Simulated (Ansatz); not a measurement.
# Ti3Al: the cost of one run

Program: Ansatz 0.2.0. Level of theory: DFT PBE, scalar-relativistic, plane waves, PAW. These are calculated values, not measurements.

The COD entry's cell or inner coordinates are ideal or old and differ from later refinements, so a difference from it is no clean test against experiment.

## Step 1: The structure to begin with

The cell holds 15 atoms (Al4Ti11): a = 5.758 Å, b = 5.758 Å, c = 9.303 Å, α = 90.00°, β = 90.00°, γ = 120.00°.

The empty site lies at (-1.41, 4.14, 8.14) Å, and Ti10 starts at (1.41, 4.14, 8.14) Å.

Coordinates:

```xyz
15
Lattice="5.7576 0.0000 0.0000 -2.8788 4.9862 0.0000 0.0000 0.0000 9.3031" Properties=species:S:1:pos:R:3 pbc="T T T"
Ti    4.2906    0.8469    1.1629
Ti    1.4118    4.1393    3.4887
Ti    2.8788    3.2923    1.1629
Ti   -1.4118    4.1393    3.4887
Ti    1.4670    0.8469    1.1629
Ti    0.0000    1.6939    3.4887
Al    0.0000    3.3241    1.1629
Al    2.8788    1.6621    3.4887
Ti    4.2906    0.8469    5.8144
Ti    1.4118    4.1393    8.1402
Ti    2.8788    3.2923    5.8144
Ti    1.4670    0.8469    5.8144
Ti    0.0000    1.6939    8.1402
Al    0.0000    3.3241    5.8144
Al    2.8788    1.6621    8.1402
```

It repeats 1×1×2 times the cell relaxed before (16.692 Å³/atom at 0.01 GPa).

## Step 2: The supercell without the vacancy, for reference

The input, input.yaml:

```yaml
crystal:
  lattice:
    - [5.757572766, 0.0, 0.0]
    - [-2.878786383, 4.9862042795, 0.0]
    - [0.0, 0.0, 9.3030804336]
  atoms:
    - { symbol: Ti, position: [0.8301423937, 0.1698576063, 0.125] }
    - { symbol: Ti, position: [0.6602847874, 0.8301423937, 0.375] }
    - { symbol: Ti, position: [0.8301423937, 0.6602847874, 0.125] }
    - { symbol: Ti, position: [0.1698576063, 0.8301423937, 0.375] }
    - { symbol: Ti, position: [0.3397152126, 0.1698576063, 0.125] }
    - { symbol: Ti, position: [0.1698576063, 0.3397152126, 0.375] }
    - { symbol: Al, position: [0.3333333333, 0.6666666667, 0.125] }
    - { symbol: Al, position: [0.6666666667, 0.3333333333, 0.375] }
    - { symbol: Ti, position: [0.8301423937, 0.1698576063, 0.625] }
    - { symbol: Ti, position: [0.6602847874, 0.8301423937, 0.875] }
    - { symbol: Ti, position: [0.8301423937, 0.6602847874, 0.625] }
    - { symbol: Ti, position: [0.1698576063, 0.8301423937, 0.875] }
    - { symbol: Ti, position: [0.3397152126, 0.1698576063, 0.625] }
    - { symbol: Ti, position: [0.1698576063, 0.3397152126, 0.875] }
    - { symbol: Al, position: [0.3333333333, 0.6666666667, 0.625] }
    - { symbol: Al, position: [0.6666666667, 0.3333333333, 0.875] }
basis:
  ecutwfc: 420
  ecutrho_ratio: 4
kpoints:
  mp_grid: { grid: [3, 3, 2] }
hamiltonian:
  xc: pbe
scf:
  occupations: { method: gaussian, width: 0.05 }
output:
  forces: true
  stress: true
  eigenvalues: true
```

Command:

```sh
$ ansatz run input.yaml --threads 8 --pin off --max-ram 12288MiB --backend cpu --events-out ev --progress --plain --runs-dir out
```

What time and memory should one allow on 8 threads of an x86-64 CPU, shared host?

About 3.2 s, with a peak of 1.1 GiB.
